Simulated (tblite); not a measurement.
# C9H17N: the cost of one run

Computed with tblite 0.8.0 and PySCF 2.14.0, with density-fitted response routines of our own, on a single molecule in the gas phase. Atoms are numbered from 0 throughout.

## Step 1: The molecule as given

27 atoms, charge 0, multiplicity 1; geometry from: force field or distance geometry start.

Bonds of the start (Å): C0–N1 1.46, N1–C2 1.45, C2–C3 1.56, C3–C4 1.52, C4–C5 1.51, C5–C6 1.53, C6–C7 1.53, C7–C8 1.53, C8–C9 1.51, C6–C2 1.56, C9–C2 1.54, C0–H10 1.09, C0–H11 1.09, C0–H12 1.09, N1–H13 1.03, C3–H14 1.09, C3–H15 1.09, C4–H16 1.10, C4–H17 1.09, C5–H18 1.09, C5–H19 1.10, C6–H20 1.10, C7–H21 1.10, C7–H22 1.10, C8–H23 1.10, C8–H24 1.10, C9–H25 1.10, C9–H26 1.10.

## Step 2: Optimising the geometry with GFN2-xTB

What the job is given:

```
{"job": {"kind": "relax", "xc": "GFN2-xTB", "basis": "xTB"}, "charge": 0, "multiplicity": 1}
C      2.855500    -0.250300    -0.362400
N      1.724300     0.002300     0.531800
C      0.412100    -0.063000    -0.088200
C      0.143700     1.187500    -0.986700
C     -0.426300     2.212600    -0.013700
C     -1.406400     1.393200     0.800200
C     -0.701400     0.046400     1.005900
C     -1.620700    -1.156100     0.809200
C     -1.381600    -1.601700    -0.631200
C      0.107800    -1.390400    -0.804100
H      2.889400     0.477800    -1.178000
H      3.778600    -0.156900     0.201400
H      2.816600    -1.254900    -0.774100
H      1.774500    -0.688500     1.293400
H      1.029900     1.568300    -1.487700
H     -0.595500     0.959400    -1.747700
H     -0.916800     3.041300    -0.542100
H      0.361800     2.627100     0.615300
H     -2.343300     1.278300     0.258800
H     -1.630900     1.881700     1.761300
H     -0.291500     0.018800     2.030100
H     -2.681100    -0.938500     1.005300
H     -1.317900    -1.961000     1.495400
H     -1.686300    -2.645900    -0.801200
H     -1.951900    -0.963700    -1.323400
H      0.628600    -2.222400    -0.316200
H      0.408900    -1.375000    -1.862000
```

The run is started by

```sh
> OMP_NUM_THREADS=1 python probes_run.py task.json out
```

One launch serves the whole session: the jobs run in the order shown.

**Question.** How long does this first job take on 1 thread of AMD EPYC, shared host, and how much memory does it need?

About 1.6 s, with a peak of 0.18 GiB.
